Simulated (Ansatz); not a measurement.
**ClH7O2Si3: molecular dynamics**

Aim: follow the molecule's vibrations and see whether its bonds hold. The start is relaxed first. Runs: 417 steps of 0.5 fs under a Langevin thermostat at 300 K. SMILES of the start: O[SiH](O[SiH3])[SiH2]Cl.

Program: Ansatz 0.2.0. Level of theory: RKS PBE0-D4/STO-3G. These are calculated values, not measurements.

## Step 1: The starting structure

Bond lengths: O1–Si2 1.603 Å, Si2–O3 1.641 Å, O3–Si4 1.738 Å, Si2–Si5 2.343 Å, Si5–Cl6 2.078 Å, O1–H7 0.975 Å, Si2–H8 1.492 Å, Si4–H9 1.543 Å, Si4–H10 1.436 Å, Si4–H11 1.439 Å, Si5–H12 1.507 Å, Si5–H13 1.517 Å. Angles (14 of 20 angles, heavy atoms first): O1–Si2–O3 105.9°, O1–Si2–Si5 112.9°, O3–Si2–Si5 112.4°, Si2–O3–Si4 135.4°, Si2–Si5–Cl6 109.8°, O1–Si2–H8 109.1°, O3–Si2–H8 109.3°, Si5–Si2–H8 107.1°, Si2–O1–H7 117.3°, O3–Si4–H9 105.3°, O3–Si4–H10 109.6°, O3–Si4–H11 108.3°, Si2–Si5–H12 111.5°, Si2–Si5–H13 112.0°.

Coordinates:

```xyz
13

O    -2.2842    0.1685   -1.0691
Si   -0.7098   -0.0696   -0.8884
O    -0.5500   -1.0509    0.4174
Si    0.7803   -1.8049    1.2441
Si    0.4952    1.9269   -0.6593
Cl   -0.0969    2.9104    1.0733
H    -2.8327    0.1676   -0.2629
H    -0.1794   -0.7657   -2.0973
H     0.1612   -2.4737    2.4890
H     1.7115   -0.8006    1.6751
H     1.3431   -2.8043    0.3748
H     1.9696    1.6667   -0.4886
H     0.2126    2.8947   -1.7934
```

## Step 2: Relaxing the start

Input file input.yaml:

```yaml
crystal:
  periodic: [false, false, false]
  atoms:
    - { symbol: O, position_ang: [-2.2842, 0.1685, -1.0691] }
    - { symbol: Si, position_ang: [-0.7098, -0.0696, -0.8884] }
    - { symbol: O, position_ang: [-0.55, -1.0509, 0.4174] }
    - { symbol: Si, position_ang: [0.7803, -1.8049, 1.2441] }
    - { symbol: Si, position_ang: [0.4952, 1.9269, -0.6593] }
    - { symbol: Cl, position_ang: [-0.0969, 2.9104, 1.0733] }
    - { symbol: H, position_ang: [-2.8327, 0.1676, -0.2629] }
    - { symbol: H, position_ang: [-0.1794, -0.7657, -2.0973] }
    - { symbol: H, position_ang: [0.1612, -2.4737, 2.489] }
    - { symbol: H, position_ang: [1.7115, -0.8006, 1.6751] }
    - { symbol: H, position_ang: [1.3431, -2.8043, 0.3748] }
    - { symbol: H, position_ang: [1.9696, 1.6667, -0.4886] }
    - { symbol: H, position_ang: [0.2126, 2.8947, -1.7934] }
basis:
  gaussian: { orbitals: STO-3G }
hamiltonian:
  xc: pbe0
  dispersion: d4
relax:
  f_tol: 0.02
  max_steps: 40
```

Started as:

```sh
ansatz run input.yaml --threads 1 --pin off --max-ram 2048MiB --backend cpu --events-out ev --progress --plain --runs-dir out
```

After this run come: Dynamics.

**Question.** What will these runs give? Wanted: relaxation of the start; temperature, first and last step; temperature, second half; potential energy, second half; bonds formed or broken.

As calculated:

| quantity | value |
| --- | --- |
| relaxation of the start | 17 moves, 0.770 eV lower |
| length | 417 steps of 0.5 fs |
| temperature, first and last step | 277 and 231 K |
| temperature, second half | mean 238 K, from 154 to 318 K |
| potential energy, second half | +25 meV/atom from the start |
| bonds formed or broken | 0 |

What this shows: Against a set 300 K the second half averages 238 K with a spread of 36 K; 25 meV/atom has gone into potential energy, and a thermostat that acts over some 200 fs has not made it up in 208 fs. No bond forms or breaks. 208 fs on 13 atoms is far too short and small for converged averages. The nuclei move classically, without zero-point motion, which matters most for hydrogen. In so small a basis the energies are only a sketch.
